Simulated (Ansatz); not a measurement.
Runs of Ansatz 0.2.0 on BaMn2Bi2. The structure is tetragonal, space group I4/mmm (No. 139). The conventional cell has a = 4.493 Å, b = 4.493 Å, c = 14.556 Å, α = 90.00°, β = 90.00°, γ = 90.00°. Bi (site symmetry 4mm) has 4 Mn at 2.82 Å as nearest neighbours. Around Ba (site symmetry 4/mmm) lie 8 Bi at 3.72 Å and 8 Mn at 4.28 Å. Around Mn (site symmetry -4m2) lie 4 Bi at 2.82 Å and 4 Mn at 3.18 Å. The cell is a database's computed one.

```tsv
spin	k mesh	gap on the mesh (eV)	pressure (GPa)	moment (μB)	largest force (eV/Å)
collinear, ferrimagnetic start	8 × 8 × 8	0.15	-2.8	0.00	0.21
collinear, antiferromagnetic start	8 × 8 × 8	0.15	-2.8	0.00	0.21
non-collinear, random start	6 × 6 × 6	0.15	-2.8	0.00	0.21
off	8 × 8 × 8	none	-10.5	-	(a)
collinear, random start	8 × 8 × 8	0.15	-2.8	0.00	0.21
```

Alike in all rows: task single point; level PBEsol; potentials or basis Ansatz PAW; cell as given; cutoff (eV) 420; smearing fermi-dirac 0.05 eV.

Task: Estimate the missing entries.

Result: (a) 1.61.

Caveats: the PAW data sets come from PBE, with cores solved anew for the run's functional, which leaves a small shift of forces and pressure; spin-orbit coupling is left out, which as a rule narrows the gap of such compounds by several tenths of an eV (some runs); the starting moments weren't kept (some runs); spin-orbit coupling is left out, which moves the levels of the heavy elements (some runs); forces of over 1 eV/Å show positions far from the minimum, so gaps and moduli don't describe the material at rest (some runs).

A k mesh can miss the band edges, and the runs leave out spin-orbit coupling on Ba, Bi.

A gap of «none» marks a metal or a gap under the smearing width.
